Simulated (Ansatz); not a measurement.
# Si8O15: the cost of one run

Program: Ansatz 0.2.0. Level of theory: DFT PBE+D3(BJ), plane waves, PAW, scalar-relativistic, no spin polarisation. These are calculated values, not measurements.

## 1. The structure to begin with

The cell holds 23 atoms (O15Si8): a = 5.878 Å, b = 5.878 Å, c = 5.320 Å, α = 90.00°, β = 90.00°, γ = 90.00°.

Its coordinates follow in the input file.

## 2. Relaxing end A

Input file input.yaml:

```yaml
crystal:
  lattice:
    - [-4.1564, -4.1564, 0.0]
    - [4.1564, -4.1564, 0.0]
    - [0.0, 0.0, 5.3204]
  atoms:
    - { symbol: Si, position: [0.4991069, 0.5030319, 0.0002344] }
    - { symbol: Si, position: [0.0027914, 0.4972916, 0.2377065] }
    - { symbol: O, position: [0.1935978, 0.4966592, -0.0030792] }
    - { symbol: O, position: [-0.0014819, 0.1871301, 0.2522602] }
    - { symbol: O, position: [0.8213192, 0.493689, -0.0081056] }
    - { symbol: O, position: [0.0051388, 0.8049167, 0.2451999] }
    - { symbol: Si, position: [0.5036217, 0.497666, 0.4991189] }
    - { symbol: Si, position: [0.0013261, 0.494854, 0.7514741] }
    - { symbol: O, position: [0.1972807, 0.4995768, 0.502441] }
    - { symbol: O, position: [-0.002728, 0.1961709, 0.747243] }
    - { symbol: O, position: [0.8069456, 0.4979663, 0.4942099] }
    - { symbol: Si, position: [0.003614, -0.0002644, -0.0033129] }
    - { symbol: Si, position: [0.4973717, 0.0072946, 0.2541963] }
    - { symbol: O, position: [0.6914865, 0.0019979, -0.002403] }
    - { symbol: O, position: [0.4990484, 0.6936222, 0.2453607] }
    - { symbol: O, position: [0.3029584, -0.0042378, 0.0027463] }
    - { symbol: O, position: [0.5003093, 0.3112912, 0.2467354] }
    - { symbol: Si, position: [0.0039981, 0.0067334, 0.50663] }
    - { symbol: Si, position: [0.5030371, 0.003172, 0.7460314] }
    - { symbol: O, position: [0.6876534, 0.0083544, 0.4927868] }
    - { symbol: O, position: [0.505589, 0.6866737, 0.7493476] }
    - { symbol: O, position: [0.3069375, 0.0052927, 0.4919337] }
    - { symbol: O, position: [0.4876414, 0.3169974, 0.7467617] }
basis:
  ecutwfc: 420.0
kpoints:
  mp_grid: { grid: [2, 2, 2] }
hamiltonian:
  xc: pbe
  dispersion: d3bj
  pseudopotentials: { kind: paw, azcp: { folder: soft_1 } }
scf:
  occupations: { method: fermi_dirac, width: 0.05 }
  lower_state_search: "off"
relax:
  f_tol: 0.03
  max_steps: 60
  adjacent_minimum: "off"
output:
  write_density: true
  write_potential: true
  elf: true
  volumetric_format: npy
```

Run with:

```sh
$ ansatz run input.yaml --threads 1 --pin off --max-ram 3072MiB --backend cpu --events-out ev --progress --plain --runs-dir out
```

Q: Estimate wall time and peak memory on 1 thread of Arm Neoverse V2, shared host.

About 24 s, with a peak of 0.43 GiB.
